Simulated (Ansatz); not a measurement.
# CoC+ (triplet): the correlation ladder, def2-TZVPP

The task here is to estimate one member of a computed series from the others.

Program: Ansatz 0.2.0, Gaussian basis. Level of theory: def2-TZVPP, core rule «outside noble gas», up to 10 orbitals frozen. These are calculated values, not measurements.

The runs, in order: UHF; ROHF; CCSD(T) on UHF.

2 further runs of the same task are left out: 2 set aside as unsound or not needed.

**The geometry**

The geometry is a PBE0/def2-TZVP stationary point (not a proven minimum) of the parent state, kept for this charge and spin.

2 atoms, charge 1, spin multiplicity 3.

Atoms are counted from 1 here; the program's logs count them from 0.

Bond lengths: Co1–C2 1.692 Å.

Set-up of the first run:

File in.yaml:

```yaml
crystal:
  periodic: [false, false, false]
  atoms:
    - {symbol: Co, position_ang: [0.000000, 0.000000, 0.000000]}
    - {symbol: C, position_ang: [0.000000, 0.000000, 1.692200]}
basis:
  gaussian: {orbitals: def2-TZVPP}
total_charge: 1
magnetization: {spin_polarized: true, initial_magnetization: 2}
hamiltonian: {xc: hf}
output: {orbitals: {seedname: orbitals}}
```

Started as:

```bash
$ ansatz run in.yaml --threads 1 --pin off --events-out ev --progress --plain --max-ram 4096MiB --backend cpu
```

Among the steps run: UHF; ROHF; CCSD(T) on UHF.

One of the session's tables, all rows but one given; the rest of the session is left out.

It belongs to the step «Misses and costs». 

```
  method  from UCCSD(T) (meV)
    ROHF             +14307.0
     UHF             +11892.1
    UMP2                    ?
   UCCSD               +958.8
UCCSD(T)                    0
```

**Question.** Estimate the row for UMP2.

**Answer.** from UCCSD(T) (meV): +2854.8. In the column «from UCCSD(T) (meV)» it lies between UCCSD (+958.8) and UHF (+11892.1).

The program flags UCCSD(T) as in doubt (see the logs), so the zero of the table is itself unsure.

Limits of these values: The determinant is far from a pure spin state, so its energy mixes those of several spin states (harmless only where they are near-degenerate, as at dissociation). The program flags UCCSD(T) as in doubt, so the zero of the table is itself unsure.
